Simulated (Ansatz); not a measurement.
**Molecular dynamics of Be**

Input:

```yaml
crystal:
  lattice:
    - [6.982643, 0.0, 0.0]
    - [-3.491321, 6.047146, 0.0]
    - [0.0, 0.0, 7.294534]
  atoms:
    - { symbol: Be, position: [0.0, 0.0, 0.0] }
    - { symbol: Be, position: [0.1111111, 0.2222222, 0.25] }
    - { symbol: Be, position: [0.0, 0.0, 0.5] }
    - { symbol: Be, position: [0.1111111, 0.2222222, 0.75] }
    - { symbol: Be, position: [0.0, 0.3333333, 0.0] }
    - { symbol: Be, position: [0.1111111, 0.5555556, 0.25] }
    - { symbol: Be, position: [0.0, 0.3333333, 0.5] }
    - { symbol: Be, position: [0.1111111, 0.5555556, 0.75] }
    - { symbol: Be, position: [0.0, 0.6666667, 0.0] }
    - { symbol: Be, position: [0.1111111, 0.8888889, 0.25] }
    - { symbol: Be, position: [0.0, 0.6666667, 0.5] }
    - { symbol: Be, position: [0.1111111, 0.8888889, 0.75] }
    - { symbol: Be, position: [0.3333333, 0.0, 0.0] }
    - { symbol: Be, position: [0.4444444, 0.2222222, 0.25] }
    - { symbol: Be, position: [0.3333333, 0.0, 0.5] }
    - { symbol: Be, position: [0.4444444, 0.2222222, 0.75] }
    - { symbol: Be, position: [0.3333333, 0.3333333, 0.0] }
    - { symbol: Be, position: [0.4444444, 0.5555556, 0.25] }
    - { symbol: Be, position: [0.3333333, 0.3333333, 0.5] }
    - { symbol: Be, position: [0.4444444, 0.5555556, 0.75] }
    - { symbol: Be, position: [0.3333333, 0.6666667, 0.0] }
    - { symbol: Be, position: [0.4444444, 0.8888889, 0.25] }
    - { symbol: Be, position: [0.3333333, 0.6666667, 0.5] }
    - { symbol: Be, position: [0.4444444, 0.8888889, 0.75] }
    - { symbol: Be, position: [0.6666667, 0.0, 0.0] }
    - { symbol: Be, position: [0.7777778, 0.2222222, 0.25] }
    - { symbol: Be, position: [0.6666667, 0.0, 0.5] }
    - { symbol: Be, position: [0.7777778, 0.2222222, 0.75] }
    - { symbol: Be, position: [0.6666667, 0.3333333, 0.0] }
    - { symbol: Be, position: [0.7777778, 0.5555556, 0.25] }
    - { symbol: Be, position: [0.6666667, 0.3333333, 0.5] }
    - { symbol: Be, position: [0.7777778, 0.5555556, 0.75] }
    - { symbol: Be, position: [0.6666667, 0.6666667, 0.0] }
    - { symbol: Be, position: [0.7777778, 0.8888889, 0.25] }
    - { symbol: Be, position: [0.6666667, 0.6666667, 0.5] }
    - { symbol: Be, position: [0.7777778, 0.8888889, 0.75] }
basis:
  ecutwfc: 420.0
kpoints:
  mp_grid: { grid: [2, 2, 2] }
hamiltonian:
  xc: pbe
  dispersion: d3bj
scf:
  occupations: { method: fermi_dirac, width: 0.24 }
  lower_state_search: "off"
md:
  timestep: 1.12
  n_steps: 70
  ensemble: nvt_langevin
  temperature: 2800.0
  initial_velocities: maxwell_boltzmann
  seed: 300708
  friction: 0.02
```

Run as:

```bash
$ ansatz run input.yaml --threads 1 --pin off --max-ram 3072MiB --backend cpu --events-out ev --progress --plain --runs-dir out
```

It starts from a structure without forces on its atoms.

Output, in part (step lines):

```
md step     0: t =     0.00 fs  T =  2722.2 K  F+E_penalty+E_count = -3349.98981764 eV  E_kin = 12.667480 eV  (6 SCF iters)
md step     1: t =     1.12 fs  T =  2740.8 K  F+E_penalty+E_count = -3349.87406093 eV  E_kin = 12.754100 eV  (6 SCF iters)
md step     2: t =     2.24 fs  T =  2756.8 K  F+E_penalty+E_count = -3349.52758196 eV  E_kin = 12.828209 eV  (6 SCF iters)
md step     3: t =     3.36 fs  T =  2682.7 K  F+E_penalty+E_count = -3348.95272895 eV  E_kin = 12.483750 eV  (6 SCF iters)
md step     4: t =     4.48 fs  T =  2806.6 K  F+E_penalty+E_count = -3348.14606998 eV  E_kin = 13.059980 eV  (6 SCF iters)
md step     5: t =     5.60 fs  T =  2403.9 K  F+E_penalty+E_count = -3347.13978318 eV  E_kin = 11.186413 eV  (5 SCF iters)
md step     6: t =     6.72 fs  T =  2091.3 K  F+E_penalty+E_count = -3346.02891303 eV  E_kin = 9.731787 eV  (5 SCF iters)
md step     7: t =     7.84 fs  T =  1819.2 K  F+E_penalty+E_count = -3344.84103245 eV  E_kin = 8.465327 eV  (5 SCF iters)
[... lines left out ...]
```

The steps, from the saved trajectory:

```json
{"time (fs)": "0.0", "T (K)": "2722", "potential energy less start (eV)": "0.000"}
{"time (fs)": "2.2", "T (K)": "2757", "potential energy less start (eV)": "0.462"}
{"time (fs)": "4.5", "T (K)": "2807", "potential energy less start (eV)": "1.844"}
{"time (fs)": "6.7", "T (K)": "2091", "potential energy less start (eV)": "3.961"}
{"time (fs)": "9.0", "T (K)": "1663", "potential energy less start (eV)": "6.399"}
{"time (fs)": "11.2", "T (K)": "1200", "potential energy less start (eV)": "8.774"}
{"time (fs)": "13.4", "T (K)": "930", "potential energy less start (eV)": "10.770"}
{"time (fs)": "15.7", "T (K)": "800", "potential energy less start (eV)": "11.893"}
{"time (fs)": "17.9", "T (K)": "958", "potential energy less start (eV)": "11.790"}
{"time (fs)": "20.2", "T (K)": "1301", "potential energy less start (eV)": "10.672"}
{"time (fs)": "22.4", "T (K)": "1795", "potential energy less start (eV)": "9.264"}
{"time (fs)": "24.6", "T (K)": "2166", "potential energy less start (eV)": "8.039"}
{"time (fs)": "26.9", "T (K)": "2401", "potential energy less start (eV)": "7.259"}
{"time (fs)": "29.1", "T (K)": "2451", "potential energy less start (eV)": "7.232"}
{"time (fs)": "31.4", "T (K)": "2372", "potential energy less start (eV)": "7.656"}
{"time (fs)": "33.6", "T (K)": "2310", "potential energy less start (eV)": "8.286"}
{"time (fs)": "35.8", "T (K)": "2073", "potential energy less start (eV)": "8.822"}
{"time (fs)": "38.1", "T (K)": "2111", "potential energy less start (eV)": "9.088"}
{"time (fs)": "40.3", "T (K)": "2291", "potential energy less start (eV)": "9.097"}
{"time (fs)": "42.6", "T (K)": "2197", "potential energy less start (eV)": "9.145"}
{"time (fs)": "44.8", "T (K)": "2239", "potential energy less start (eV)": "9.197"}
{"time (fs)": "47.0", "T (K)": "1962", "potential energy less start (eV)": "9.466"}
{"time (fs)": "49.3", "T (K)": "2095", "potential energy less start (eV)": "10.025"}
{"time (fs)": "51.5", "T (K)": "2112", "potential energy less start (eV)": "10.632"}
{"time (fs)": "53.8", "T (K)": "1904", "potential energy less start (eV)": "11.274"}
{"time (fs)": "56.0", "T (K)": "1719", "potential energy less start (eV)": "11.804"}
{"time (fs)": "58.2", "T (K)": "1658", "potential energy less start (eV)": "12.216"}
{"time (fs)": "60.5", "T (K)": "1686", "potential energy less start (eV)": "12.653"}
{"time (fs)": "62.7", "T (K)": "1697", "potential energy less start (eV)": "12.757"}
{"time (fs)": "65.0", "T (K)": "1853", "potential energy less start (eV)": "12.475"}
{"time (fs)": "67.2", "T (K)": "2016", "potential energy less start (eV)": "11.926"}
{"time (fs)": "69.4", "T (K)": "2149", "potential energy less start (eV)": "11.262"}
{"time (fs)": "71.7", "T (K)": "2519", "potential energy less start (eV)": "10.662"}
{"time (fs)": "73.9", "T (K)": "2372", "potential energy less start (eV)": "10.444"}
{"time (fs)": "76.2", "T (K)": "2038", "potential energy less start (eV)": "10.593"}
{"time (fs)": "78.4", "T (K)": "1963", "potential energy less start (eV)": "11.084"}
```

All steps were run. The mean temperature of the second half is 27 % below the set value. A run of 0.078 ps of so small a system gives no equilibrium averages. Limits of this set-up: coarse k mesh.

Mean squared displacements from the first frame to the last, about the centre of mass: Be 0.14 Å².

Last frame:

```xyz
36
Lattice="6.9826 0.0000 0.0000 -3.4913 6.0471 0.0000 0.0000 0.0000 7.2945" Properties=species:S:1:pos:R:3
Be 0.301 0.146 0.317
Be -0.141 1.889 1.745
Be -0.187 0.448 3.696
Be 0.369 1.010 5.299
Be -1.160 2.064 -0.163
Be -1.747 3.463 1.771
Be -1.584 2.252 3.577
Be -1.326 3.237 5.323
Be -2.215 4.005 -0.067
Be -2.485 5.298 1.952
Be -2.359 4.189 3.742
Be -2.264 5.175 5.835
Be 2.584 -0.166 -0.093
Be 1.972 0.930 1.811
Be 1.915 -0.110 3.691
Be 2.377 1.479 5.537
Be 1.254 1.734 -0.077
Be 1.599 3.274 1.977
Be 0.976 2.261 3.511
Be 1.107 2.934 5.543
Be 0.473 3.948 0.076
Be -0.009 5.232 1.567
Be -0.119 4.007 3.483
Be 0.242 5.022 5.433
Be 4.581 0.253 0.067
Be 4.618 1.481 1.609
Be 4.446 -0.156 3.469
Be 4.398 0.871 5.149
Be 3.139 2.203 0.211
Be 3.398 3.183 1.854
Be 3.293 2.079 3.427
Be 3.398 3.509 5.490
Be 2.466 4.506 -0.225
Be 2.338 5.362 1.815
Be 2.109 4.187 3.626
Be 2.388 5.611 5.380
```

Time of the run: 10 min on 1 thread of Arm Neoverse V1 (shared host), peak memory 0.65 GiB.
